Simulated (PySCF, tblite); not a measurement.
# C4H4F3N3: geometry, infrared bands and NMR shifts

Wanted: the infrared bands and NMR shifts of C4H4F3N3 (`FC(F)(F)Cn1cnnc1`), by calculation.

The runs use tblite 0.8.0 and PySCF 2.14.0, with density-fitted response routines of our own; the level of theory stands in each step. All values are computed, except where a source is named. Atoms are numbered from 0 throughout.

## 1. The starting structure

14 atoms, charge 0, multiplicity 1; geometry from: force field or distance geometry start.

Bonds of the start (Å): F0–C1 1.34, C1–F2 1.37, C1–F3 1.35, C1–C4 1.50, C4–N5 1.43, N5–C6 1.37, C6–N7 1.32, N7–N8 1.38, N8–C9 1.32, C9–N5 1.36, C4–H10 1.10, C4–H11 1.10, C6–H12 1.08, C9–H13 1.08.

## 2. Optimising the geometry with GFN2-xTB

Job settings and geometry (Å):

```
{"job": {"kind": "relax", "xc": "GFN2-xTB", "basis": "xTB"}, "charge": 0, "multiplicity": 1}
F     -3.004400    -0.221000    -0.010500
C     -1.769700     0.097700     0.401100
F     -1.574700    -0.504000     1.612400
F     -1.721600     1.437800     0.577900
C     -0.748300    -0.373000    -0.595000
N      0.598000    -0.065000    -0.206300
C      1.306600     1.063800    -0.505900
N      2.518700     0.966800     0.009300
N      2.603600    -0.255300     0.649200
C      1.437800    -0.859100     0.518500
H     -0.819400    -1.456800    -0.748300
H     -0.930800     0.101300    -1.570900
H      0.914900     1.898900    -1.058100
H      1.188700    -1.832700     0.904400
```

Command:

```
$ OMP_NUM_THREADS=1 python probes_run.py task.json out
```

One launch serves the whole session: the jobs run in the order shown.

**Question.** This job is followed by: GFN2-xTB harmonic vibrations, gas phase; GIAO PBE0/pcSseg-1 NMR shielding, non-relativistic, gas phase. Predict these results of the whole session: strongest single infrared mode (GFN2-xTB); zero-point energy (GFN2-xTB); 13C shifts against TMS (PBE0/pcSseg-1, means over atoms taken as alike); 1H shifts against TMS (PBE0/pcSseg-1, means over atoms taken as alike); 19F shifts against CFCl3 (PBE0/pcSseg-1, means over atoms taken as alike); 15N shifts against NH3 (PBE0/pcSseg-1, means over atoms taken as alike).

The runs gave:

| quantity | value |
| --- | --- |
| strongest single infrared mode (GFN2-xTB) | 1080 cm⁻¹, 289 km/mol |
| zero-point energy (GFN2-xTB) | 55.5 kcal/mol |
| 13C shifts against TMS (PBE0/pcSseg-1, means over atoms taken as alike) | 146.5, 131.7, 49.8 ppm |
| 1H shifts against TMS (PBE0/pcSseg-1, means over atoms taken as alike) | 7.93, 4.47 ppm |
| 19F shifts against CFCl3 (PBE0/pcSseg-1, means over atoms taken as alike) | -90.5 ppm |
| 15N shifts against NH3 (PBE0/pcSseg-1, means over atoms taken as alike) | 370.2, 184.2 ppm |

In words: Relaxing lowered the energy by 0.152 eV in 32 steps; the close pair that moved most is N7–N8, from 1.382 to 1.343 Å. All 36 modes are real, so the xTB geometry is a minimum. The strongest single mode, at 1080 cm⁻¹, moves mainly C1. Unscaled tight-binding wavenumbers are off by several per cent, some by more. Its intensities can rank the bands wrongly. At PBE0/pcSseg-1: The widest tensor belongs to N7, N8: span 538 ppm, with a paramagnetic part of -430 ppm. NICS(1)zz of -31 ppm above the planar ring from N5 marks a diatropic (aromatic) ring current.
